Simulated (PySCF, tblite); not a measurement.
**C₃H₈BFSi: geometry, infrared bands and NMR shifts**

Aim: predict the infrared bands and NMR shifts of C₃H₈BFSi (`B[Si@@H]1CC[C@@H]1F`).

Programs: tblite 0.8.0 and PySCF 2.14.0, with density-fitted response routines of our own. Each step states its level of theory. These are calculated values for one molecule in the gas phase, unless marked as measured. Atoms are numbered from 0 throughout.

## Step 1: The molecule as given

14 atoms, charge 0, multiplicity 1; geometry from: force field or distance geometry start.

Bonds of the start (Å): B0–Si1 1.93, Si1–C2 1.84, C2–C3 1.50, C3–C4 1.49, C4–F5 1.37, C4–Si1 1.86, B0–H6 1.19, B0–H7 1.17, Si1–H8 1.44, C2–H9 1.10, C2–H10 1.12, C3–H11 1.10, C3–H12 1.12, C4–H13 1.11.

## Step 2: Optimising the geometry with GFN2-xTB

Job settings and geometry (Å):

```
{"job": {"kind": "relax", "xc": "GFN2-xTB", "basis": "xTB"}, "charge": 0, "multiplicity": 1}
B      2.200900     0.172800     0.472500
Si     0.673500     0.493400    -0.665200
C     -0.895200     0.989400     0.149800
C     -1.201800    -0.412900     0.590400
C     -0.527800    -0.927300    -0.634100
F      0.030000    -2.163300    -0.444800
H      3.147200     0.886700     0.386500
H      2.343000    -0.879600     0.965300
H      0.937500     0.965300    -2.001300
H     -0.864400     1.664200     1.018800
H     -1.677700     1.326600    -0.574000
H     -2.284900    -0.582400     0.693300
H     -0.685900    -0.684100     1.542100
H     -1.195200    -0.849300    -1.521400
```

Command:

```console
$ OMP_NUM_THREADS=1 python probes_run.py task.json out
```

One launch serves the whole session: the jobs run in the order shown.

**Question.** This job is followed by: GFN2-xTB harmonic vibrations, gas phase; GIAO PBE0/pcSseg-1 NMR shielding, non-relativistic, gas phase. What will the session give for the following? strongest single infrared mode (GFN2-xTB); zero-point energy (GFN2-xTB); ¹³C shifts against TMS (PBE0/pcSseg-1); ¹H shifts against TMS (PBE0/pcSseg-1, means over atoms taken as alike); ¹¹B shifts against BF3·OEt2 (PBE0/pcSseg-1); ²⁹Si shifts against TMS (PBE0/pcSseg-1); ¹⁹F shifts against CFCl3 (PBE0/pcSseg-1); surface potential, 1st and 99th percentile.

**Answer**, as computed:

| quantity | value |
| --- | --- |
| strongest single infrared mode (GFN2-xTB) | 2152 cm⁻¹, 393 km/mol |
| zero-point energy (GFN2-xTB) | 63.9 kcal/mol |
| ¹³C shifts against TMS (PBE0/pcSseg-1) | 95.3, 37.0, 0.0 ppm |
| ¹H shifts against TMS (PBE0/pcSseg-1, means over atoms taken as alike) | 10.87, 5.53, 5.19, 3.16, 3.09, 1.31, 0.95 ppm |
| ¹¹B shifts against BF3·OEt2 (PBE0/pcSseg-1) | 115.7 ppm |
| ²⁹Si shifts against TMS (PBE0/pcSseg-1) | -30.3 ppm |
| ¹⁹F shifts against CFCl3 (PBE0/pcSseg-1) | -201.9 ppm |
| surface potential, 1st and 99th percentile | -1.15 V and 1.75 V |

Relaxing lowered the energy by 0.756 eV in 126 steps; the close pair that moved most is Si1–C2, from 1.836 to 1.931 Å. No mode is imaginary among the 36: a minimum at this level. The strongest single mode, at 2152 cm⁻¹, moves mainly H8. GFN2-xTB is a fitted tight-binding method: band positions and strengths are rough. Its intensities can rank the bands wrongly. At PBE0/pcSseg-1: Shielding is most anisotropic at B0 (span 289 ppm, paramagnetic term -211 ppm). By nearest atom (PBE0/pcSseg-1), the HOMO sits on C4 29 %; Si1 18 % and the LUMO on B0 52 %; H6, H7 about 12 % each.
